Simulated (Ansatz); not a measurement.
**PtOS: the band gap up the ladder of functionals**

An exercise on one series of results from a longer session: the logs are not shown, and one member is left open.

Code: Ansatz 0.2.0. PAW datasets, plane waves. Values at 0 K without nuclear motion; spin polarisation is off, and the phase may be a hypothetical one.

## The system as given

The cell was relaxed beforehand with r2SCAN.

The sheet's in-plane cell has a = 3.342 Å, b = 3.342 Å (γ = 120.0°), and its outermost atoms lie 2.39 Å apart along the normal. Near Pt stand 3 S at 2.25 Å and 3 O at 2.29 Å; near O stand 3 Pt at 2.29 Å and 1 S at 2.39 Å; near S stand 3 Pt at 2.25 Å and 1 O at 2.39 Å.

Structure file:

```xyz
3
Lattice="3.3419 0.0000 0.0000 -1.6710 2.8942 0.0000 0.0000 0.0000 29.5034" Properties=species:S:1:pos:R:3 pbc="T T F"
Pt    0.0000    1.9295    8.9783
O     1.6710    0.9647   10.2058
S     1.6710    0.9647    7.8159
```
Periodic in the plane only; c spans the vacuum.

Set-up of the first run:

Input file input.yaml:

```yaml
crystal:
  lattice:
    - [3.3419085959, 0.0, 0.0]
    - [-1.6709542979, 2.8941777412, 0.0]
    - [0.0, 0.0, 29.5033824832]
  atoms:
    - { symbol: Pt, position: [0.3333333333, 0.6666666667, 0.3043150598] }
    - { symbol: O, position: [0.6666666667, 0.3333333333, 0.3459200131] }
    - { symbol: S, position: [0.6666666667, 0.3333333333, 0.264914233] }
  periodic: [true, true, false]
kpoints:
  mp_grid: { grid: [12, 12, 1] }
  band_path:
    path:
      - [0, 0, 0]
      - [0.5, 0, 0]
      - [0.3333333333333, 0.3333333333333, 0]
      - [0, 0, 0]
    npoints: 10
hamiltonian:
  xc: pbe
scf:
  occupations: { method: fermi_dirac, width: 0.02 }
  n_extra_bands: 4
output:
  forces: true
  stress: true
  eigenvalues: true
  write_density: true
  write_potential: true
  elf: true
  volumetric_format: npy
```

On the command line:

```bash
> ansatz run input.yaml --threads 2 --pin off --max-ram 20275MiB --backend cpu --events-out ev --progress --plain --runs-dir out
```

Among the steps run: Band structure with PBE; Single point with r2SCAN; HSE06 at the same geometry; PBE+SOC; PBE0 at the same geometry; LDA at the same geometry; Single point with HSE06+SOC; r2SCANh; Single point with r2SCAN0.

One of the session's tables, all rows but one given; the rest of the session is left out.

```
    level  gap (eV)
      PBE      0.52
   r2SCAN      0.66
    HSE06      1.36
  PBE+SOC      0.33
     PBE0      2.08
      LDA      0.47
HSE06+SOC      1.17
  r2SCANh      1.24
  r2SCAN0         ?
```

Q: Estimate the row for r2SCAN0 from the others.

Worked estimate for «gap (eV)». Against the share of exact exchange, r2SCAN (0, 0.66), r2SCANh (0.1, 1.24) give a slope of 5.80 per unit share; at 0.25 the line stands at 2.11.

The run gave: gap (eV): 2.20. In «gap (eV)» the line misses by -0.09.

Meshes: PBE 12×12×1, r2SCAN 12×12×1, HSE06 6×6×1, PBE+SOC 12×12×1, PBE0 6×6×1, LDA 12×12×1, HSE06+SOC 6×6×1, r2SCANh 6×6×1, r2SCAN0 6×6×1

What this shows: PBE+SOC gives the least gap, 0.33 eV, and r2SCAN0 the largest, 2.20 eV. Against HSE06, PBE is short by 0.84 eV, at 38 % of it, and r2SCAN 48 %. PBE0 lies 0.72 eV above HSE06, which differs from it by screening the long-range exchange.

To keep in mind: Warnings in the runs' records: xc potential rough in thin density, stress scf threshold loose, stress exchange threshold loose.
